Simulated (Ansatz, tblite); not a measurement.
**GaH2(SiH3) (GaSiH5): charged states by level of theory**

One table from this session's results is given with a row withheld; the runs are named, their logs left out.

The runs use Ansatz 0.2.0, Gaussian basis; as each input shows.

The runs, in order: charge +1 doublet, at the geometry of the singlet (PBE0-D4/def2-TZVP, PBE-D4/def2-TZVP, r2SCAN-D4/def2-TZVP, CCSD(T)/def2-TZVPP); charge -1 doublet, at the geometry of the singlet (PBE0-D4/def2-TZVPD, PBE-D4/def2-TZVPD, r2SCAN-D4/def2-TZVPD, CCSD(T)/def2-TZVPD); the starting singlet's energies come from earlier runs.

## The relaxed structure

The geometry is that of the singlet, from an earlier relaxation (B3LYP-D4/def2-TZVP).

7 atoms, charge 0, spin multiplicity 1.

Atoms are counted from 1 here; the program's logs count them from 0.

Bond lengths: Ga1–H2 1.575 Å, Ga1–H3 1.575 Å, Ga1–Si4 2.425 Å, Si4–H5 1.485 Å, Si4–H6 1.485 Å, Si4–H7 1.487 Å. Angles: H2–Ga1–H3 117.8°, H2–Ga1–Si4 121.0°, H3–Ga1–Si4 121.2°, Ga1–Si4–H5 112.0°, Ga1–Si4–H6 111.9°, Ga1–Si4–H7 109.4°, H5–Si4–H6 108.1°, H5–Si4–H7 107.6°, H6–Si4–H7 107.6°.

Geometry (Å):

```
Ga    0.6877    1.1992    0.0078
H     2.2623    1.2296    0.0397
H    -0.0738    2.5772   -0.0361
Si   -0.5203   -0.9031    0.0112
H    -1.8568   -0.7762    0.6451
H     0.2287   -1.9699    0.7223
H    -0.7278   -1.3569   -1.3899
```

The first run:

The input, in.yaml:

```yaml
crystal:
  periodic: [false, false, false]
  atoms:
    - {symbol: Ga, position_ang: [0.687711, 1.199167, 0.007787]}
    - {symbol: H, position_ang: [2.262274, 1.229631, 0.039703]}
    - {symbol: H, position_ang: [-0.073810, 2.577176, -0.036136]}
    - {symbol: Si, position_ang: [-0.520254, -0.903098, 0.011171]}
    - {symbol: H, position_ang: [-1.856812, -0.776158, 0.645108]}
    - {symbol: H, position_ang: [0.228709, -1.969855, 0.722297]}
    - {symbol: H, position_ang: [-0.727828, -1.356873, -1.389920]}
basis:
  gaussian: {orbitals: def2-TZVP}
total_charge: 1
magnetization: {spin_polarized: true, initial_magnetization: 1}
hamiltonian: {xc: pbe0, dispersion: d4}
output: {orbitals: {seedname: orbitals}}
```

On the command line:

```
$ ansatz run in.yaml --threads 2 --pin off --events-out ev --progress --plain --max-ram 32768MiB --backend cpu
```

Steps of the session up to this table: Charge +1 doublet at the fixed geometry, PBE0-D4/def2-TZVP; Charge +1 doublet at the fixed geometry, PBE-D4/def2-TZVP; Charge +1 doublet at the fixed geometry, r2SCAN-D4/def2-TZVP; Charge +1 doublet at the fixed geometry, CCSD(T)/def2-TZVPP; Charge -1 doublet at the fixed geometry, PBE0-D4/def2-TZVPD; Charge -1 doublet at the fixed geometry, PBE-D4/def2-TZVPD; Charge -1 doublet at the fixed geometry, r2SCAN-D4/def2-TZVPD; Charge -1 doublet at the fixed geometry, CCSD(T)/def2-TZVPD.

One table of the session follows, with a row left open; its other results are not shown here.

It belongs to the step «Vertical electron affinity». 

| method | vertical electron affinity (eV) |
| --- | --- |
| HF/def2-TZVPD | -0.16 |
| PBE-D4/def2-TZVPD | 0.59 |
| r2SCAN-D4/def2-TZVPD | ? |
| PBE0-D4/def2-TZVPD | 0.55 |
| MP2/def2-TZVPD | 0.37 |
| CCSD/def2-TZVPD | 0.38 |
| CCSD(T)/def2-TZVPD | 0.43 |

Q: Estimate the row for r2SCAN-D4/def2-TZVPD from the others.

**Answer.** vertical electron affinity (eV): 0.66. In the column «vertical electron affinity (eV)» it is the highest.

Caveats from the session: The anion's highest level is positive in at least one run, so there the basis alone may hold the extra electron.
